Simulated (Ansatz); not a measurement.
# F3H2NTi: the cost of one run

All numbers below are computed with Ansatz 0.2.0 (RKS r2SCAN/def2-SVP).

## (1) The structure to begin with

Bond lengths: Ti1–N2 2.060 Å, N2–H3 1.060 Å, N2–H4 1.060 Å, Ti1–F5 1.830 Å, Ti1–F6 1.829 Å, Ti1–F7 1.829 Å. Angles: Ti1–N2–H3 120.0°, Ti1–N2–H4 120.0°, H3–N2–H4 120.0°, N2–Ti1–F5 109.4°, N2–Ti1–F6 109.5°, N2–Ti1–F7 109.5°, F5–Ti1–F6 109.5°, F5–Ti1–F7 109.5°, F6–Ti1–F7 109.5°.

Structure file:

```xyz
7

Ti    0.0000    0.0000    0.0000
N     0.0000    0.0000    2.0600
H    -0.8770   -0.2713    2.5900
H     0.8770    0.2713    2.5900
F     1.7257    0.0000   -0.6094
F    -0.8619    1.4933   -0.6094
F    -0.8619   -1.4933   -0.6094
```

## (2) Preparing the start

Input file input.yaml:

```yaml
crystal:
  periodic: [false, false, false]
  atoms:
    - { symbol: Ti, position_ang: [0.0, 0.0, 0.0] }
    - { symbol: "N", position_ang: [0.0, 0.0, 2.06] }
    - { symbol: H, position_ang: [-0.877, -0.2713, 2.59] }
    - { symbol: H, position_ang: [0.877, 0.2713, 2.59] }
    - { symbol: F, position_ang: [1.7257, 0.0, -0.6094] }
    - { symbol: F, position_ang: [-0.8619, 1.4933, -0.6094] }
    - { symbol: F, position_ang: [-0.8619, -1.4933, -0.6094] }
basis:
  gaussian: { orbitals: def2-SVP }
hamiltonian:
  xc: r2scan
relax:
  f_tol: 0.02
  max_steps: 40
```

Launch:

```bash
> ansatz run input.yaml --threads 2 --pin off --max-ram 3072MiB --backend cpu --events-out ev --progress --plain --runs-dir out
```

**Question.** How long does this run take on 2 threads of Arm Neoverse V2, shared host, and how much memory does it need?

About 30 s, with a peak of 0.17 GiB.
